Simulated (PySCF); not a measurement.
# FH7SeSi3: the cost of one run

Computed with PySCF 2.14.0, with density-fitted response routines of our own, on a single molecule in the gas phase. Atoms are numbered from 0 throughout.

## (1) Starting geometry

12 atoms, charge 0, multiplicity 1; geometry from: GFN2-xTB. The atoms were then displaced at random by about 0.01 Å, so the start is not that level's minimum.

Bonds of the start (Å): F0–Si1 1.58, Si1–Si2 2.31, Si2–Se3 2.36, Se3–Si4 2.25, Si1–H5 1.46, Si1–H6 1.45, Si2–H7 1.45, Si2–H8 1.48, Si4–H9 1.45, Si4–H10 1.48, Si4–H11 1.46.

## (2) Optimising the geometry at PBE0-D3(BJ)/def2-SVP

What the job is given:

```
{"job": {"xc": "PBE0", "basis": "def2-SVP", "d3": "d3bj", "grid": 1, "shake": 0.01, "kind": "geom"}, "charge": 0, "multiplicity": 1}
F     -3.277360     0.695480     0.476530
Si    -2.055080    -0.269820     0.733380
Si    -0.627420     0.171340    -1.028560
Se     1.384010    -1.034830    -0.807590
Si     2.376550    -0.010140     0.930740
H     -1.596100     0.122720     2.067320
H     -2.648200    -1.592360     0.782330
H     -1.052240    -0.242870    -2.348590
H     -0.178510     1.579010    -1.111930
H      3.700990    -0.601420     0.999430
H      1.594420    -0.275010     2.158500
H      2.418640     1.429650     0.668830
```

Run with:

```
> OMP_NUM_THREADS=1 python probes_run.py task.json out
```

This one command runs all jobs of the session in turn.

Q: Estimate the wall time and peak memory of this first job on 1 thread of Arm Neoverse V1, shared host.

About 2.4 min, with a peak of 0.59 GiB.
